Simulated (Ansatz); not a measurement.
# C2H4AlCl: the cost of one run

All numbers are computed with Ansatz 0.2.0, driven from Python. Level of theory: Hartree-Fock/6-31G*.

## 1. The system

Bond lengths: C1–C2 1.277 Å, C2–Al3 1.943 Å, C2–Cl4 1.757 Å, C1–H5 1.147 Å, C1–H6 1.095 Å, Al3–H7 1.616 Å, Al3–H8 1.642 Å. Angles: C1–C2–Al3 119.5°, C1–C2–Cl4 123.8°, Al3–C2–Cl4 116.7°, C2–C1–H5 119.7°, C2–C1–H6 126.0°, H5–C1–H6 114.2°, C2–Al3–H7 122.0°, C2–Al3–H8 121.2°, H7–Al3–H8 116.7°.

No structure file is read: the coordinates are typed or built in the script.

## 2. The script

File run_freq.py:

```python
"""Vibrations of C2H4AlCl."""

import itertools

import ansatz as az
from ase.data import atomic_numbers, covalent_radii
import numpy as np

geometry = (
    az.Crystal.molecule()
    .atom("C", (-1.2485, 0.5631, -0.0583))
    .atom("C", (-0.2561, -0.0601, -0.5669))
    .atom("Al", (1.2796, -0.4827, 0.5455))
    .atom("Cl", (-0.1742, -0.5604, -2.2488))
    .atom("H", (-2.1493, 0.8296, -0.7166))
    .atom("H", (-1.3121, 0.9471, 0.9649))
    .atom("H", (1.3667, -0.029, 2.0943))
    .atom("H", (2.5861, -1.2648, -0.07))
)

calculation = geometry.calculation()
calculation = calculation.basis(gaussian="6-31G*").functional("hf")
symbols = [site.symbol for site in geometry.cartesian_sites]
start = np.array([site.position_ang for site in geometry.cartesian_sites], dtype=float)
report = calculation.relax(force_tolerance=0.003).run().report
end = np.array(report["positions_ang"])

# pairs closer than 1.2 times the sum of covalent radii, before or after
radius = [covalent_radii[atomic_numbers[s]] for s in symbols]
span = lambda where, i, j: np.linalg.norm(where[i] - where[j])
bonded = [(i, j) for i, j in itertools.combinations(range(len(symbols)), 2) if min(span(start, i, j), span(end, i, j)) < 1.2 * (radius[i] + radius[j])]
print("pair        before    after (A)")
for i, j in bonded:
    print(f"{symbols[i]}{i}-{symbols[j]}{j}".ljust(10), f"{span(start, i, j):8.4f} {span(end, i, j):8.4f}")

# same settings at the minimum
minimum = az.Crystal.molecule()
for symbol, place in zip(symbols, end):
    minimum = minimum.atom(symbol, place.tolist())
vibrating = (
    minimum.calculation()
    .basis(gaussian="6-31G*")  # the orbital basis, by name
    .functional("hf")
    .phonons(temperatures=(100, 500, 100))
)
vib = vibrating.run().report["vibrations"]
sums = vib["harmonic_sums"]
modes = [m["omega_inv_cm"] for m in sums["modes_at_gamma"] if m["rigid_motion"] == "no"]
print("frequencies (1/cm):", " ".join(f"{w:.0f}" for w in modes))
print("imaginary modes:", sum(w < 0 for w in modes), " zero-point energy:", round(sums["zero_point_energy_ev"], 4), "eV")
print("T (K)   F_vib (eV)   S_vib (meV/K)   C_vib (meV/K)")
for row in zip(sums["temperatures_k"], sums["vibrational_free_energy_ev"], vib["entropy_ev_per_k"], vib["heat_capacity_ev_per_k"]):
    print(f"{row[0]:6.1f} {row[1]:11.4f} {1000 * row[2]:13.4f} {1000 * row[3]:15.4f}")

# all hydrogen replaced by deuterium
heavier = vibrating.phonons(masses={"H": 2.014102}).run().report["vibrations"]["harmonic_sums"]
print("deuterated (1/cm):", " ".join(f"{m['omega_inv_cm']:.0f}" for m in heavier["modes_at_gamma"] if m["rigid_motion"] == "no"))
print("zero-point energy falls by", round(sums["zero_point_energy_ev"] - heavier["zero_point_energy_ev"], 4), "eV")
```

## 3. Launch

Started as:

```bash
python run_freq.py
```

What time and memory should one allow on 1 thread of Arm Neoverse V2, shared host?

About 1.8 min, with a peak of 0.22 GiB.
